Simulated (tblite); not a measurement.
# C5H13O2P: the cost of one run

Programs: tblite 0.8.0 and PySCF 2.14.0, with density-fitted response routines of our own. Each step states its level of theory. These are calculated values for one molecule, in the gas phase or a continuum, unless marked as measured. Atoms are numbered from 0 throughout.

### 1 The starting structure

21 atoms, charge 0, multiplicity 1; geometry from: force field or distance geometry start.

Bonds of the start (Å): C0–C1 1.52, C1–C2 1.49, C2–P3 1.80, P3–C4 1.80, P3–O5 1.53, P3–C6 1.82, C6–O7 1.39, C0–H8 1.10, C0–H9 1.11, C0–H10 1.10, C1–H11 1.13, C1–H12 1.12, C2–H13 1.12, C2–H14 1.11, C4–H15 1.12, C4–H16 1.11, C4–H17 1.11, C6–H18 1.09, C6–H19 1.11, O7–H20 0.99.

### 2 Relaxing the molecule with GFN2-xTB

Job settings and geometry (Å):

```
{"job": {"kind": "relax", "xc": "GFN2-xTB", "basis": "xTB"}, "charge": 0, "multiplicity": 1}
C      3.039000     0.471400     0.010400
C      1.729700    -0.195700     0.416100
C      0.515500     0.595500     0.065600
P     -0.984200    -0.251300     0.573600
C     -1.016300    -1.930700    -0.085100
O     -1.087200    -0.329100     2.100400
C     -2.404500     0.638600    -0.128500
O     -2.456600     1.934000     0.380300
H      2.922000     1.566900     0.023900
H      3.245600     0.147800    -1.031800
H      3.842900     0.127100     0.677600
H      1.679400    -1.177100    -0.132100
H      1.776400    -0.428500     1.510700
H      0.499700     0.729200    -1.041500
H      0.597100     1.613900     0.510700
H     -1.868500    -2.479800     0.393200
H     -0.088200    -2.443800     0.230300
H     -1.158200    -1.874000    -1.180200
H     -2.377200     0.649200    -1.217000
H     -3.341800     0.131200     0.197700
H     -3.073300     2.522100    -0.120100
```

The run is started by

```sh
> OMP_NUM_THREADS=1 python probes_run.py task.json out
```

The driver reads the jobs from task.json and runs them one after another.

Q: Estimate the wall time and peak memory of this first job on 1 thread of Arm Neoverse N1, shared host.

About 2 s, with a peak of 0.18 GiB.
